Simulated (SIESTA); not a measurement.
Ti3Si under changes of volume

One of the cells (15.855 Å³/atom); the others are scaled copies at fixed shape and fractional positions:

```xyz
4
Lattice="0.0000 3.1652 3.1652 3.1652 0.0000 3.1652 3.1652 3.1652 0.0000" Properties=species:S:1:pos:R:3 pbc="T T T"
Ti    0.0000    0.0000    0.0000
Ti    1.5826    1.5826    1.5826
Ti    4.7478    4.7478    4.7478
Si    3.1652    3.1652    3.1652
```

The cell comes from a database or a generator and needn't be the stable form of this composition.

| Item | Value |
| --- | --- |
| Program | SIESTA 5.4.2 |
| Functional | PBEsol |
| Potentials or basis | PseudoDojo 0.4 standard (PBEsol files) |
| Basis | DZP (energy shift 0.003 Ry; two zetas on semicore shells) |
| Grid cutoff | 800 Ry |
| Energy shift | 0.003 Ry |
| k mesh | 7 × 7 × 7 |
| Occupations | fermi-dirac, width 0.05 eV |
| Spin | no spin polarisation |

| volume (Å³/atom) | energy over the lowest point (meV/atom) | pressure (GPa) |
| --- | --- | --- |
| 14.611 | ? | ? |
| 14.922 | 0.00 | 1.3 |
| 15.233 | 0.39 | -1.5 |
| 15.855 | 16.54 | -6.5 |
| 16.166 | 31.41 | -8.7 |
| 16.477 | 50.34 | -10.7 |

Task: What does the run at 14.611 Å³/atom give?

Result: Energy over the lowest point 5.44 meV/atom; pressure 4.5 GPa.

Worked out: A Birch-Murnaghan fit of order 3 (a polynomial in V^(-2/3)) to the other rows has its minimum at 15.05 Å³/atom with B0 = V·E''(V) = 138 GPa and B' = 3.3. It gives 5.36 meV/atom at 14.611 Å³/atom, against the run's 5.44, and -dE/dV = 4.3 GPa, against 4.5.

Energies are extrapolated to zero smearing.

Caveats: the basis of atomic orbitals isn't converged, which shifts pressures, moduli and gaps.
